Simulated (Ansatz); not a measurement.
This script for Ansatz's Python interface starts 7 runs on CrB2, space group P6/mmm. What input does the engine get in each?

`fsm.py`
```python
import ansatz as az

CUTOFF = 550
KMESH = (9, 9, 8)
OCCUPATIONS = "fermi_dirac"
SIGMA = 0.15
TOLERANCE = 1e-08


def main() -> None:
    cell = (
        az.Lattice.of((2.97, 0.0, 0.0), (-1.485, 2.5721, 0.0), (0.0, 0.0, 3.07))
        .atom("Cr", (0.0, 0.0, 0.0))
        .atom("B", (1 / 3, 2 / 3, 0.5))
        .atom("B", (2 / 3, 1 / 3, 0.5))
    )

    calc = (
        cell.calculation()
        .functional(az.Functional.PBESOL)
        .basis(CUTOFF)
        .kpoints(mesh=KMESH)
        .occupations(OCCUPATIONS, width=SIGMA)
        .scf(tolerance=TOLERANCE)
    )
    rows = []
    for total in [0.0, 0.6, 1.2, 1.8, 2.4, 3.0, 3.6]:
        r = calc.spin("collinear", total=total, lock="hard").run(threads=1).report
        up, down = r["spin_fermi_energies_ev"]
        rows.append((total, r["free_energy_ev"], up - down, r["absolute_magnetization_mub"]))
    reference = rows[0][1]
    rows = [(m, 1000 * (e - reference), split, size) for m, e, split, size in rows]
    for row in rows:
        print("; ".join(f"{name} = {round(v, 4) if isinstance(v, float) else v}" for name, v in zip(["total muB", "F - F(0) meV", "EF up - down eV", "absolute muB"], row)))
    best = min(rows, key=lambda row: row[1])
    print(f"lowest at {best[0]} muB per cell, {best[1]:.1f} meV against the first point")


if __name__ == "__main__":
    main()
```

Run 1:
```yaml
crystal:
  lattice:
    - [2.97, 0.0, 0.0]
    - [-1.485, 2.5721, 0.0]
    - [0.0, 0.0, 3.07]
  atoms:
    - { symbol: Cr, position: [0.0, 0.0, 0.0] }
    - { symbol: B, position: [0.3333333333333333, 0.6666666666666666, 0.5] }
    - { symbol: B, position: [0.6666666666666666, 0.3333333333333333, 0.5] }
basis:
  ecutwfc: 550.0
kpoints:
  mp_grid:
    grid: [9, 9, 8]
hamiltonian:
  xc: pbesol
magnetization:
  spin_polarized: true
  initial_magnetization: 0.0
  spin_locking:
    lock_magnetization: hard
scf:
  convergence:
    dr2_threshold: 1.0e-08
  occupations:
    method: fermi_dirac
    width: 0.15
```

Run 2, against run 1:
```diff
-  initial_magnetization: 0.0
+  initial_magnetization: 0.6
```

Run 3, against run 1:
```diff
-  initial_magnetization: 0.0
+  initial_magnetization: 1.2
```

Run 4, against run 1:
```diff
-  initial_magnetization: 0.0
+  initial_magnetization: 1.8
```

Run 5, against run 1:
```diff
-  initial_magnetization: 0.0
+  initial_magnetization: 2.4
```

Run 6, against run 1:
```diff
-  initial_magnetization: 0.0
+  initial_magnetization: 3.0
```

Run 7, against run 1:
```diff
-  initial_magnetization: 0.0
+  initial_magnetization: 3.6
```

```console
$ python fsm.py
RunWarning: this spin-polarised run has no starting moment large enough to seed its density, and nothing else in its deck makes the two spin channels differ, so an SCF from that start keeps the [...]
DeckWarning: where an SCF of this run starts from atoms to list the orders of its open shells, B (sites 1, 2, from 0) starts with 1.00 μB on its 2p shell, in the place of the 1.20 μB that the deck [...]
total muB = 0.0; F - F(0) meV = 0.0; EF up - down eV = 0.0; absolute muB = 0.0
total muB = 0.6; F - F(0) meV = -24.1467; EF up - down eV = -0.1006; absolute muB = 0.6291
total muB = 1.2; F - F(0) meV = -35.8028; EF up - down eV = 0.0451; absolute muB = 1.2684
total muB = 1.8; F - F(0) meV = 23.149; EF up - down eV = 0.4123; absolute muB = 1.8904
total muB = 2.4; F - F(0) meV = 296.2744; EF up - down eV = 1.4385; absolute muB = 2.4416
total muB = 3.0; F - F(0) meV = 861.2733; EF up - down eV = 2.3634; absolute muB = 3.0056
total muB = 3.6; F - F(0) meV = 1718.1775; EF up - down eV = 3.3468; absolute muB = 3.6
lowest at 1.2 muB per cell, -35.8 meV against the first point
```
(Warnings from the package without file and line, shortened.)

The lowest point lies at 1.2 μB a cell, 35.8 meV below the point at 0 μB; at 3.6 μB the energy is 1754 meV above the lowest.

Caveats:
- Total energies depend on the potentials; only differences at equal settings carry meaning. A total without «per atom» is that of the cell as typed.
- For a metal this k-point mesh is coarse: on a finer one energies can move by several to tens of meV an atom and pressures by half a GPa or more, differences at one mesh by less.
- A Fermi-Dirac width this large means warm electrons, whose thermal share enters the free energy.
- The structure is a deposited one; some such entries were measured under pressure or heat, so a shift against it needn't be the functional's error alone.
- Only points where the Fermi levels of the two spins meet (minima, maxima and zero moment) are free solutions; a shallow minimum can lie between the points.
- Run time: 31 s on 1 thread of Intel(R) Xeon(R) Platinum 8259CL CPU @ 2.50GHz (Skylake/Cascade Lake), with other jobs on the host, peak memory 0.45 GiB.
